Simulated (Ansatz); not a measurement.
# LaMgNi4: the cost of one run

Method: DFT PBEsol, scalar-relativistic, plane waves, PAW, in Ansatz 0.2.0.

2 further runs of the same task are left out: 1 that didn't finish, 1 set aside as unsound or not needed.

### Step 1. The system as given

The cell holds 25 atoms (La4Mg4Ni16O): a = 7.027 Å, b = 7.027 Å, c = 7.027 Å, α = 90.00°, β = 90.00°, γ = 90.00°.

The coordinates of this cell stand in the input of its own run.

The host was relaxed before at PBEsol: a = 7.027 Å, b = 7.027 Å, c = 7.027 Å, α = 90.00°, β = 90.00°, γ = 90.00° (conventional cell), 14.459 Å³/atom.

Places, in fractions of the supercell: O as an interstitial at (0.575, 0.575, 0.750). Its neighbours start displaced at random, with a spread of 0.05 Å in each coordinate.

### Step 2. The perfect crystal in the supercell of 24 atoms

input.yaml

```yaml
crystal:
  lattice:
    - [7.0271943087, 0.0, 0.0]
    - [0.0, -7.0271943087, 0.0]
    - [0.0, 0.0, -7.0271943087]
  atoms:
    - { symbol: La, position: [0.0, 0.0, 0.0] }
    - { symbol: La, position: [0.5, 0.5, 0.0] }
    - { symbol: La, position: [0.5, 0.0, 0.5] }
    - { symbol: La, position: [0.0, 0.5, 0.5] }
    - { symbol: Mg, position: [0.75, 0.75, 0.75] }
    - { symbol: Mg, position: [0.25, 0.25, 0.75] }
    - { symbol: Mg, position: [0.25, 0.75, 0.25] }
    - { symbol: Mg, position: [0.75, 0.25, 0.25] }
    - { symbol: Ni, position: [0.6234156567, 0.1234156567, 0.8765843433] }
    - { symbol: Ni, position: [0.1234156567, 0.6234156567, 0.8765843433] }
    - { symbol: Ni, position: [0.1234156567, 0.1234156567, 0.3765843433] }
    - { symbol: Ni, position: [0.6234156567, 0.6234156567, 0.3765843433] }
    - { symbol: Ni, position: [0.3765843433, 0.1234156567, 0.1234156567] }
    - { symbol: Ni, position: [0.8765843433, 0.6234156567, 0.1234156567] }
    - { symbol: Ni, position: [0.8765843433, 0.1234156567, 0.6234156567] }
    - { symbol: Ni, position: [0.3765843433, 0.6234156567, 0.6234156567] }
    - { symbol: Ni, position: [0.6234156567, 0.8765843433, 0.1234156567] }
    - { symbol: Ni, position: [0.1234156567, 0.3765843433, 0.1234156567] }
    - { symbol: Ni, position: [0.1234156567, 0.8765843433, 0.6234156567] }
    - { symbol: Ni, position: [0.6234156567, 0.3765843433, 0.6234156567] }
    - { symbol: Ni, position: [0.3765843433, 0.8765843433, 0.8765843433] }
    - { symbol: Ni, position: [0.8765843433, 0.3765843433, 0.8765843433] }
    - { symbol: Ni, position: [0.8765843433, 0.8765843433, 0.3765843433] }
    - { symbol: Ni, position: [0.3765843433, 0.3765843433, 0.3765843433] }
basis:
  ecutwfc: 420
  xc_grid: 2
kpoints:
  mp_grid: { grid: [3, 3, 3], shift: [0.0, 0.0, 0.0] }
hamiltonian:
  xc: pbesol
scf:
  occupations: { method: gaussian, width: 0.05 }
output:
  forces: true
  stress: true
  eigenvalues: true
```

Command:

```bash
$ ansatz run input.yaml --threads 8 --pin off --max-ram 14336MiB --backend cpu --events-out ev --progress --plain --runs-dir out
```

What time and memory should one allow on 8 threads of Intel Xeon Platinum 8259CL at 2.50GHz (Skylake/Cascade Lake), shared host?

About 5.5 s, with a peak of 1.7 GiB.
